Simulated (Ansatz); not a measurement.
# InSb3: trial inputs

Aim: change settings of a sound input for InSb3 at random, sound and unsound, see how each run ends, and step back from each failure until it runs.

Method: DFT PBE, scalar-relativistic, plane waves, PAW for the reference; the trials change it, as their inputs show, in Ansatz 0.2.0.

6 further runs of the same task are left out: 2 for a known fault of the program, 4 set aside as unsound or not needed.

**1. The system as given**

It takes space group Fm-3m (No. 225, cubic). The conventional cell has a = 7.589 Å, b = 7.589 Å, c = 7.589 Å, α = 90.00°, β = 90.00°, γ = 90.00°. Around In (site symmetry m-3m) lie 8 Sb at 3.29 Å. Sb (site symmetry -43m) has 4 In at 3.29 Å and 4 Sb at 3.29 Å as nearest neighbours. Around Sb (site symmetry m-3m) lie 8 Sb at 3.29 Å.

Structure file:

```
In Sb
1.0
     0.00000    3.79455    3.79455
     3.79455    0.00000    3.79455
     3.79455    3.79455    0.00000
In Sb
1 3
Direct
  0.00000 0.00000 0.00000
  0.25000 0.25000 0.25000
  0.75000 0.75000 0.75000
  0.50000 0.50000 0.50000
```

The structure comes from the Materials Project (structure only); it is used as listed.

**2. The reference input**

Input file input.yaml:

```yaml
crystal:
  lattice:
    - [0.0, 3.794555, 3.794555]
    - [3.794555, 0.0, 3.794555]
    - [3.794555, 3.794555, 0.0]
  atoms:
    - { symbol: In, position: [0.0, 0.0, 0.0] }
    - { symbol: Sb, position: [0.25, 0.25, 0.25] }
    - { symbol: Sb, position: [0.75, 0.75, 0.75] }
    - { symbol: Sb, position: [0.5, 0.5, 0.5] }
basis:
  ecutwfc: 420
kpoints:
  mp_grid: { grid: [4, 4, 4] }
hamiltonian:
  xc: pbe
scf:
  occupations: { method: gaussian, width: 0.1 }
output:
  forces: true
  stress: true
  eigenvalues: true
```

Its results, from an earlier run: -6262.5971 eV/atom at zero smearing, pressure -1.29 GPa, largest force 0.000 eV/Å, no gap on the mesh, in 7 SCF cycles and 3.3 s.

Settings here are deliberately varied, not converged. Energies are extrapolated to zero smearing. Many trials also carry a cap on SCF cycles, which stays when other changes are undone.

**3. Trial 1**

Changes to input.yaml since step 2:

```diff
@@ -13,7 +13,7 @@
 kpoints:
-  mp_grid: { grid: [4, 4, 4] }
+  mp_grid: { kspacing: 0.41 }
 hamiltonian:
-  xc: pbe
+  xc: pbesol
 scf:
-  occupations: { method: gaussian, width: 0.1 }
+  occupations: { method: tetrahedron_uncorrected }
 output:
```

On the command line:

```console
> ansatz run input.yaml --threads 1 --pin off --max-ram 1331MiB --backend cpu --events-out ev --progress --plain --runs-dir out
```

Output (excerpt; [...] marks lines left out):

```text
Warning: RAYON_NUM_THREADS=1 ignored (pool sized by the plan → 1); use --threads N
band count auto-derived: 36 (N_el = 58.0; filled up to band 29; 35 by the electrons, moments and atoms)
[...]
Pseudopotentials: kind: paw
Pseudopotential: In, paw, valence charge 13, recommended cutoff 420 eV (normal), In.paw.azcp
Pseudopotential: Sb, paw, valence charge 15, recommended cutoff 420 eV (normal), Sb.paw.azcp
Functional definition: PBEsol
[...]
Crystal: 4 atoms, lattice volume = 109.273 Å³
Basis set: ecut = 420 eV, 2109 PW (Γ), exchange–correlation on 72×72×72 points (8 copies of the dense FFT grid, shifted against one another)
Bands: 36, of which v1, the nominal top of the filled ones, is band 29 counted from 1 (28 counted from 0)
Symmetry: 48 space group operations
Space group: Fm-3m (ITA 225), of the structure as read, at distance tolerance 4.8e-5 Å
k-points: 8 of 64
[...]
SCF iter   1: F=—  HF=-24748.577121 eV  |F-HF|=—  |Δ(HF+E_count)|=         —  Δρ=2.87e-3  dr2=1.57e-2  ethr=1.77e-3  ⟨swp⟩=7.5  Hψ=1258  notcnv=0
[...]
SCF iter   6: F=-24748.566677 eV  HF=-24748.566677 eV  |F-HF|=4.58e-8  |Δ(HF+E_count)|=   1.03e-6  Δρ=8.64e-6  dr2=7.94e-8  ethr=1.72e-10  ⟨swp⟩=4.8  Hψ=1329  notcnv=0
[...]
SCF converged after 6 iterations
Free energy (F): -24748.566677 eV
[...]
E sigma→0 (E₀):  -24748.566677 eV
Entropy (-TS):   -0.013385 eV (-3.346 meV/atom)
Fermi energy:    10.815310 eV
[...]
--- Forces (eV/Å), atoms counted from 1 ---
  atom   1  In    -0.00000000    -0.00000000     0.00000000
  atom   2  Sb     0.00000000    -0.00000000    -0.00000000
  atom   3  Sb    -0.00000000     0.00000000     0.00000000
  atom   4  Sb     0.00000000     0.00000000    -0.00000000
[...]
--- Stress (GPa, compression-positive) ---
       -2.961838       0.000000       0.000000
        0.000000      -2.961838       0.000000
        0.000000      -0.000000      -2.961838
  P = ⅓ Tr σ = -2.9618 GPa (-29.618 kbar)
--- Band table (eV; the first three rows and the last of 8) ---
[...]
```

Wall time 3.1 s (1 thread of an Arm CPU, shared host); peak memory 0.34 GiB.

The run converges in 6 SCF iterations on 8 irreducible k-points: pressure -2.96 GPa, no gap on the mesh.

**4. Trial 2**

Input file input.yaml:

```yaml
crystal:
  lattice:
    - [0.0, 3.794555, 3.794555]
    - [3.794555, 0.0, 3.794555]
    - [3.794555, 3.794555, 0.0]
  atoms:
    - { symbol: In, position: [-0.0076856715, 0.0058961459, 0.0015791895] }
    - { symbol: Sb, position: [0.2532569174, 0.2481743462, 0.2432195151] }
    - { symbol: Sb, position: [0.7525898278, 0.7517763296, 0.7485817241] }
    - { symbol: Sb, position: [0.4893399379, 0.5091230398, 0.4961820216] }
basis:
  ecutwfc: 420
kpoints:
  mp_grid: { kspacing: 0.53 }
hamiltonian:
  xc: pbe
scf:
  occupations: { method: gaussian, width: 0.1 }
output:
  forces: true
  stress: true
  eigenvalues: true
```

On the command line:

```console
> ansatz run input.yaml --threads 1 --pin off --max-ram 1331MiB --backend cpu --events-out ev --progress --plain --runs-dir out
```

Output (excerpt; [...] marks lines left out):

```text
Warning: RAYON_NUM_THREADS=1 ignored (pool sized by the plan → 1); use --threads N
[...]
Pseudopotentials: kind: paw
Pseudopotential: In, paw, valence charge 13, recommended cutoff 420 eV (normal), In.paw.azcp
Pseudopotential: Sb, paw, valence charge 15, recommended cutoff 420 eV (normal), Sb.paw.azcp
Functional definition: PBE
[...]
Crystal: 4 atoms, lattice volume = 109.273 Å³
Basis set: ecut = 420 eV, 2109 PW (Γ), exchange–correlation on 72×72×72 points (8 copies of the dense FFT grid, shifted against one another)
Bands: 35, of which v1, the nominal top of the filled ones, is band 29 counted from 1 (28 counted from 0)
Symmetry: 1 space group operations
Space group: P1 (ITA 1), of the structure as read, at distance tolerance 4.8e-5 Å
k-points: 14 of 27 (time reversal used)
[...]
SCF iter   1: F=—  HF=-25050.600154 eV  |F-HF|=—  |Δ(HF+E_count)|=         —  Δρ=2.05e-3  dr2=9.05e-3  ethr=1.77e-3  ⟨swp⟩=7.4  Hψ=2075  notcnv=0
[...]
SCF iter   6: F=-25050.595068 eV  HF=-25050.595068 eV  |F-HF|=5.71e-8  |Δ(HF+E_count)|=   1.69e-7  Δρ=7.41e-6  dr2=6.73e-8  ethr=1.72e-10  ⟨swp⟩=9.3  Hψ=2358  notcnv=0
[...]
SCF converged after 6 iterations
Free energy (F): -25050.595068 eV
[...]
E sigma→0 (E₀):  -25050.583680 eV
Entropy (-TS):   -0.022777 eV (-5.694 meV/atom)
Fermi energy:    10.819782 eV
[...]
--- Forces (eV/Å), atoms counted from 1 ---
  atom   1  In    -0.04588119    -0.01065001     0.01534803
  atom   2  Sb     0.04716171     0.04653397     0.01786589
  atom   3  Sb    -0.05224500    -0.00096341    -0.01243714
  atom   4  Sb     0.05096193    -0.03491703    -0.02077600
[...]
--- Stress (GPa, compression-positive) ---
        1.959814      -0.026953      -0.028332
       -0.026953       1.835640      -0.020622
       -0.028332      -0.020622       2.066363
  P = ⅓ Tr σ = 1.9539 GPa (19.539 kbar)
--- Band table (eV; the first three rows and the last of 14) ---
[...]
```

Wall time 5.8 s (1 thread of an Arm CPU, shared host); peak memory 0.32 GiB.

The run converges in 6 SCF iterations on 14 irreducible k-points: energy 48.8 meV per atom below the reference, pressure 1.95 GPa, largest force 0.069 eV/Å, no gap on the mesh.

**5. Trial 3**

Changes to input.yaml since step 2:

```diff
@@ -11,3 +11,3 @@
 basis:
-  ecutwfc: 420
+  ecutwfc: 620
 kpoints:
```

On the command line:

```console
> ansatz run input.yaml --threads 1 --pin off --max-ram 1331MiB --backend cpu --events-out ev --progress --plain --runs-dir out
```

Output (excerpt; [...] marks lines left out):

```text
[...]
SCF converged after 7 iterations
Free energy (F): -25050.416582 eV
[...]
E sigma→0 (E₀):  -25050.394414 eV
Entropy (-TS):   -0.044337 eV (-11.084 meV/atom)
Fermi energy:    10.939416 eV
[...]
--- Forces (eV/Å), atoms counted from 1 ---
  atom   1  In    -0.00000000     0.00000000     0.00000000
  atom   2  Sb    -0.00000000     0.00000000     0.00000000
  atom   3  Sb     0.00000000     0.00000000    -0.00000000
  atom   4  Sb     0.00000000    -0.00000000    -0.00000000
[...]
--- Stress (GPa, compression-positive) ---
       -1.293703      -0.000000      -0.000000
       -0.000000      -1.293703      -0.000000
       -0.000000      -0.000000      -1.293703
  P = ⅓ Tr σ = -1.2937 GPa (-12.937 kbar)
--- Band table (eV; the first three rows and the last of 8) ---
[...]
```

Run time: 4 s. Hardware: 1 thread of an Arm CPU, shared host; peak memory 0.41 GiB.

The run converges in 7 SCF iterations on 8 irreducible k-points: energy 1.48 meV per atom below the reference, pressure -1.29 GPa, no gap on the mesh.

**6. Trial 4**

Changes to input.yaml since step 2:

```diff
@@ -10,4 +10,3 @@
     - { symbol: Sb, position: [0.5, 0.5, 0.5] }
-basis:
-  ecutwfc: 420
+basis: {}
 kpoints:
@@ -17,3 +16,7 @@
 scf:
-  occupations: { method: gaussian, width: 0.1 }
+  occupations: { method: fermi_dirac, width: "300 K" }
+  n_extra_bands: 20
+  mixing: { beta: 0.041, ndim: 4, preconditioner: none }
+  initial_density: { chi_scale: 0, normalization: atom }
+  max_iter: 89
 output:
```

On the command line:

```console
> ansatz run input.yaml --threads 1 --pin off --max-ram 1331MiB --backend cpu --events-out ev --progress --plain --runs-dir out
```

Output (excerpt; [...] marks lines left out):

```text
[...]
SCF converged after 9 iterations
Free energy (F): -25050.395573 eV
[...]
E sigma→0 (E₀):  -25050.382929 eV
Entropy (-TS):   -0.025288 eV (-6.322 meV/atom)
Fermi energy:    10.936816 eV
[...]
--- Forces (eV/Å), atoms counted from 1 ---
  atom   1  In    -0.00000000     0.00000000    -0.00000000
  atom   2  Sb     0.00000000     0.00000000    -0.00000000
  atom   3  Sb    -0.00000000     0.00000000     0.00000000
  atom   4  Sb     0.00000000    -0.00000000    -0.00000000
[...]
--- Stress (GPa, compression-positive) ---
       -1.348878       0.000000      -0.000000
        0.000000      -1.348878       0.000000
       -0.000000       0.000000      -1.348878
  P = ⅓ Tr σ = -1.3489 GPa (-13.489 kbar)
--- Band table (eV; the first three rows and the last of 8) ---
[...]
```

Run time: 3.6 s. Hardware: 1 thread of an Arm CPU, shared host; peak memory 0.33 GiB.

The run converges in 9 SCF iterations on 8 irreducible k-points: energy 1.39 meV per atom above the reference, pressure -1.35 GPa, no gap on the mesh.

**7. Trial 5**

Changes to input.yaml since step 2:

```diff
@@ -10,6 +10,5 @@
     - { symbol: Sb, position: [0.5, 0.5, 0.5] }
-basis:
-  ecutwfc: 420
+basis: {}
 kpoints:
-  mp_grid: { grid: [4, 4, 4] }
+  mp_grid: { grid: [4, 4, 4], shift: [0, 0, 0.5] }
 hamiltonian:
```

On the command line:

```console
> ansatz run input.yaml --threads 1 --pin off --max-ram 1331MiB --backend cpu --events-out ev --progress --plain --runs-dir out
```

Output (excerpt; [...] marks lines left out):

```text
Warning: crystal.symmetry: narrowed to the stabiliser of the k-point mesh — unitary ops 48 → 12; excluded 36 operations that carry a point of the 4×4×4 mesh (shift [0, 0, 0.5]) off the mesh (the run samples exactly the mesh kpoints.mp_grid names, as under crystal.symmetry.detect: false, [...]
Warning: RAYON_NUM_THREADS=1 ignored (pool sized by the plan → 1); use --threads N
[...]
Pseudopotentials: kind: paw
Pseudopotential: In, paw, valence charge 13, recommended cutoff 420 eV (normal), In.paw.azcp
Pseudopotential: Sb, paw, valence charge 15, recommended cutoff 420 eV (normal), Sb.paw.azcp
Functional definition: PBE
[...]
Crystal: 4 atoms, lattice volume = 109.273 Å³
Basis set: ecut = 420 eV, 2109 PW (Γ), exchange–correlation on 72×72×72 points (8 copies of the dense FFT grid, shifted against one another)
Bands: 35, of which v1, the nominal top of the filled ones, is band 29 counted from 1 (28 counted from 0)
Symmetry: 12 space group operations
k-points: 10 of 64
[...]
SCF iter   1: F=—  HF=-25050.667113 eV  |F-HF|=—  |Δ(HF+E_count)|=         —  Δρ=1.50e-3  dr2=4.56e-3  ethr=1.77e-3  ⟨swp⟩=10.0  Hψ=1604  notcnv=0
[...]
SCF iter   6: F=-25050.663385 eV  HF=-25050.663385 eV  |F-HF|=4.00e-10  |Δ(HF+E_count)|=   4.07e-8  Δρ=4.23e-6  dr2=1.32e-8  ethr=1.72e-10  ⟨swp⟩=8.4  Hψ=1390  notcnv=0
[...]
SCF converged after 6 iterations
Free energy (F): -25050.663385 eV
[...]
E sigma→0 (E₀):  -25050.656335 eV
Entropy (-TS):   -0.014102 eV (-3.525 meV/atom)
Fermi energy:    11.067978 eV
[...]
--- Forces (eV/Å), atoms counted from 1 ---
  atom   1  In    -0.00000000    -0.00000000    -0.00000000
  atom   2  Sb     0.02405893     0.02405893    -0.02405893
  atom   3  Sb    -0.02405893    -0.02405893     0.02405893
  atom   4  Sb     0.00000000     0.00000000     0.00000000
[...]
--- Stress (GPa, compression-positive) ---
       -0.164392      -0.411904       0.411904
       -0.411904      -0.164392       0.411904
        0.411904       0.411904      -0.164392
  P = ⅓ Tr σ = -0.1644 GPa (-1.644 kbar)
--- Band table (eV; the first three rows and the last of 10) ---
[...]
```

Wall time 2.8 s (1 thread of an Arm CPU, shared host); peak memory 0.35 GiB.

The run converges in 6 SCF iterations on 10 irreducible k-points: energy 67.0 meV per atom below the reference, pressure -0.16 GPa, largest force 0.042 eV/Å, no gap on the mesh. It warns that the mesh lowers the symmetry.

**8. Trial 6**

Changes to input.yaml since step 2:

```diff
@@ -11,3 +11,3 @@
 basis:
-  ecutwfc: 420
+  ecutwfc: "49 Ry"
 kpoints:
@@ -17,3 +17,3 @@
 scf:
-  occupations: { method: gaussian, width: 0.1 }
+  occupations: { method: gaussian, width: 0.19 }
 output:
@@ -21,2 +21,2 @@
   stress: true
-  eigenvalues: true
+  eigenvalues: false
```

On the command line:

```console
> ansatz run input.yaml --threads 1 --pin off --max-ram 1331MiB --backend cpu --events-out ev --progress --plain --runs-dir out
```

Output (excerpt; [...] marks lines left out):

```text
settings of this run that can trade accuracy for cost: output.eigenvalues: false. Do not mix this run's numbers with those of runs without the same settings; the input reference describes each key
Warning: RAYON_NUM_THREADS=1 ignored (pool sized by the plan → 1); use --threads N
[...]
Pseudopotentials: kind: paw
Pseudopotential: In, paw, valence charge 13, recommended cutoff 420 eV (normal), In.paw.azcp
Pseudopotential: Sb, paw, valence charge 15, recommended cutoff 420 eV (normal), Sb.paw.azcp
Functional definition: PBE
[...]
Crystal: 4 atoms, lattice volume = 109.273 Å³
Basis set: ecut = 666.678963026706 eV, 4279 PW (Γ), exchange–correlation on 96×96×96 points (8 copies of the dense FFT grid, shifted against one another)
Bands: 35, of which v1, the nominal top of the filled ones, is band 29 counted from 1 (28 counted from 0)
Symmetry: 48 space group operations
[...]
SCF iter   7: F=-25050.459021 eV  HF=-25050.459021 eV  |F-HF|=1.26e-8  |Δ(HF+E_count)|=   1.85e-7  Δρ=4.09e-6  dr2=1.19e-8  ethr=1.88e-10  ⟨swp⟩=5.0  Hψ=1062  notcnv=0
[...]
SCF converged after 7 iterations
Free energy (F): -25050.459021 eV
[...]
E sigma→0 (E₀):  -25050.411629 eV
Entropy (-TS):   -0.094784 eV (-23.696 meV/atom)
Fermi energy:    10.944307 eV
[...]
--- Forces (eV/Å), atoms counted from 1 ---
  atom   1  In    -0.00000000     0.00000000     0.00000000
  atom   2  Sb    -0.00000000    -0.00000000     0.00000000
  atom   3  Sb    -0.00000000     0.00000000     0.00000000
  atom   4  Sb     0.00000000    -0.00000000     0.00000000
[...]
--- Stress (GPa, compression-positive) ---
       -1.261263      -0.000000      -0.000000
       -0.000000      -1.261263      -0.000000
        0.000000      -0.000000      -1.261263
  P = ⅓ Tr σ = -1.2613 GPa (-12.613 kbar)
settings of this run that can trade accuracy for cost: output.eigenvalues: false. Do not mix this run's numbers with those of runs without the same settings; the input reference describes each key
```

It took 5.2 s on 1 thread of an Arm CPU, shared host; peak memory 0.43 GiB.

The run converges in 7 SCF iterations on 8 irreducible k-points: energy 5.78 meV per atom below the reference, pressure -1.26 GPa.

**9. Trial 7**

Changes to input.yaml since step 2:

```diff
@@ -12,8 +12,17 @@
   ecutwfc: 420
+  xc_grid: 1
 kpoints:
-  mp_grid: { grid: [4, 4, 4] }
+  mp_grid: { grid: [2, 2, 2] }
 hamiltonian:
-  xc: pbe
+  xc: blyp
+  dispersion: rvv10
 scf:
   occupations: { method: gaussian, width: 0.1 }
+  mixing:
+    algorithm: anderson
+    ndim: 4
+    preconditioner: kerker
+    globalisation: backtrack
+  initial_density: { chi_scale: 0, normalization: atom }
+  max_iter: 53
 output:
```

On the command line:

```console
> ansatz run input.yaml --threads 1 --pin off --max-ram 1331MiB --backend cpu --events-out ev --progress --plain --runs-dir out
```

Output:

```text
Error: inconsistent input (hamiltonian.dispersion, hamiltonian.xc): `dispersion: rvv10` has no canonical (b, C) pairing for the chosen semilocal exchange/correlation — only rPW86-x + PBE96-c (the original rVV10) and r²SCAN are tabulated
```

Wall time 0.01 s (1 thread, shared host); peak memory 0.05 GiB.

The program refuses the input.

**10. Trial 7, with the dispersion correction set back**

Changes to input.yaml since step 9:

```diff
@@ -17,3 +17,2 @@
   xc: blyp
-  dispersion: rvv10
 scf:
```

On the command line:

```console
> ansatz run input.yaml --threads 1 --pin off --max-ram 1331MiB --backend cpu --events-out ev --progress --plain --runs-dir out
```

Output (excerpt; [...] marks lines left out):

```text
[...]
SCF converged after 8 iterations
Stability not checked: this state was not tested for a lower state beside it, because the mixer in use, unlike msr1, does not test its closes by its own steps (another_mixer; see scf.mixing.algorithm and scf.lower_state_search)
Free energy (F): -25116.332827 eV
[...]
E sigma→0 (E₀):  -25116.323185 eV
Entropy (-TS):   -0.019283 eV (-4.821 meV/atom)
Fermi energy:    11.641155 eV
[...]
--- Forces (eV/Å), atoms counted from 1 ---
  atom   1  In    -0.00000000     0.00000000    -0.00000000
  atom   2  Sb     0.00000000     0.00000000    -0.00000000
  atom   3  Sb     0.00000000    -0.00000000     0.00000000
  atom   4  Sb    -0.00000000    -0.00000000    -0.00000000
[...]
--- Stress (GPa, compression-positive) ---
        5.784283       0.000000       0.000000
       -0.000000       5.784283      -0.000000
       -0.000000       0.000000       5.784283
  P = ⅓ Tr σ = 5.7843 GPa (57.843 kbar)
--- Band table (eV) ---
[...]
```

Run time: 2.1 s. Hardware: 1 thread of an Arm CPU, shared host; peak memory 0.29 GiB.

The run converges in 8 SCF iterations on 3 irreducible k-points: pressure 5.78 GPa, no gap on the mesh.

**11. Results**

| trial | keys drawn | first outcome | set back | last run, energy against the reference (per atom) | its CPU time |
| --- | --- | --- | --- | --- | --- |
| 1 | the k-points, the occupations, the functional | converged | none | n/a | 3.1 s |
| 2 | the structure, the k-points | converged | none | -48.8 meV | 5.8 s |
| 3 | the wavefunction cutoff | converged | none | -1.48 meV | 4 s |
| 4 | the band count, the wavefunction cutoff, the mixing, the occupations | converged | none | 1.39 meV | 3.6 s |
| 5 | the wavefunction cutoff, the k-points | converged | none | -67.0 meV | 2.8 s |
| 6 | the wavefunction cutoff, the occupations, the outputs asked | converged | none | -5.78 meV | 5.2 s |
| 7 | the dispersion correction, the k-points, the mixing, the functional, the grid and accuracy keys | refused | the dispersion correction | n/a | 2.1 s |

Of the 7 drawn inputs in this table 6 converged at once. Energies (at zero smearing) are compared only where functional, U, dispersion, potentials, charge, fields and number of atoms are the reference's. The inputs are trials, many of them unsound on purpose. Their numbers show the effect of the settings and aren't properties of the material.
